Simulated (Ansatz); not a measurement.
**CH₃ClGe: ionisation energy by level of theory**

One table from this session's results is given with a row withheld; the runs are named, their logs left out.

Method: unrestricted cation, the program's frozen cores in correlated methods; program: Ansatz 0.2.0, Gaussian basis.

The runs, in order: UKS PBE-D4/def2-TZVPP; UKS r2SCAN-D4/def2-TZVPP; UKS PBE0-D4/def2-TZVPP; UKS B3LYP-D4/def2-TZVPP; UKS wB97X-V/def2-TZVPP; UKS wB97M-V/def2-TZVPP; UKS B2PLYP/def2-TZVPP; UHF-CCSD(T)/def2-TZVPP; UHF-MP2/def2-QZVPP; extrapolation to the limit; then −ε(HOMO) from the neutral's earlier runs with LDA (SPW92), PBE-D4, revPBE-D4, BLYP-D4, r2SCAN-D4, B97M-V, PBE0-D4, B3LYP-D4, r2SCANh-D4, r2SCAN0-D4, HSE06-D4, BHLYP-D4, CAM-B3LYP-D4, LC-ωPBE, ωB97X-V, ωB97M-V.

**The geometry**

The geometry comes from an earlier relaxation with PBE0-D4 in a triple-zeta def2 set; it is a stationary point.

SMILES `[CH3][Ge][Cl]`, 6 atoms, charge 0, spin multiplicity 1.

Atoms are counted from 1 here; the program's logs count them from 0.

Bond lengths: C1–Ge2 1.984 Å, C1–H4 1.092 Å, C1–H5 1.094 Å, C1–H6 1.094 Å, Ge2–Cl3 2.199 Å. Angles: Ge2–C1–H4 111.6°, Ge2–C1–H5 109.4°, Ge2–C1–H6 109.6°, H4–C1–H5 109.5°, H4–C1–H6 109.5°, H5–C1–H6 107.2°, C1–Ge2–Cl3 96.1°.

As a file:

| atom | x (Å) | y (Å) | z (Å) |
| --- | --- | --- | --- |
| C1 | -0.3601 | 0.4530 | -0.2358 |
| Ge2 | 1.4053 | 0.0636 | 0.5811 |
| Cl3 | 1.0993 | -2.1053 | 0.7763 |
| H4 | -0.4756 | 1.5166 | -0.4543 |
| H5 | -1.1546 | 0.1323 | 0.4451 |
| H6 | -0.4722 | -0.1243 | -1.1585 |

The first run:

Input file in.yaml:

```yaml
crystal:
  periodic: [false, false, false]
  atoms:
    - {symbol: C, position_ang: [-0.360098, 0.453049, -0.235784]}
    - {symbol: Ge, position_ang: [1.405295, 0.063577, 0.581116]}
    - {symbol: Cl, position_ang: [1.099335, -2.105331, 0.776306]}
    - {symbol: H, position_ang: [-0.475572, 1.516610, -0.454276]}
    - {symbol: H, position_ang: [-1.154632, 0.132275, 0.445075]}
    - {symbol: H, position_ang: [-0.472227, -0.124279, -1.158538]}
basis:
  gaussian: {orbitals: def2-TZVPP}
total_charge: 1
magnetization: {spin_polarized: true, initial_magnetization: 1}
hamiltonian: {xc: pbe, dispersion: d4}
```

Steps of the session up to this table: Cation, UKS PBE-D4/def2-TZVPP; Cation, UKS r2SCAN-D4/def2-TZVPP; Cation, UKS PBE0-D4/def2-TZVPP; Cation, UKS B3LYP-D4/def2-TZVPP; Cation, UKS wB97X-V/def2-TZVPP; Cation, UKS wB97M-V/def2-TZVPP; Cation, UKS B2PLYP (frozen core)/def2-TZVPP; Cation, UHF-CCSD(T)/def2-TZVPP; Cation, UHF-MP2/def2-QZVPP.

One of the session's tables, all rows but one given; the rest of the session is left out.

It belongs to the step «Ionisation energies side by side». For comparison, −ε(HOMO) of the neutral from earlier runs:

```
  functional  −ε(HOMO) (eV)
 LDA (SPW92)           5.92
      PBE-D4           5.76
   revPBE-D4           5.71
     BLYP-D4           5.64
   r2SCAN-D4           6.02
      B97M-V           6.03
     PBE0-D4           6.85
    B3LYP-D4           6.67
  r2SCANh-D4           6.42
  r2SCAN0-D4           7.02
    HSE06-D4           6.45
    BHLYP-D4           7.82
CAM-B3LYP-D4           8.13
     LC-ωPBE           9.40
     ωB97X-V              ?
     ωB97M-V           8.95
```

Estimate the missing values for ωB97X-V.

As computed: −ε(HOMO) (eV): 9.07. In the column «−ε(HOMO) (eV)» it lies between ωB97M-V (8.95) and LC-ωPBE (9.40).
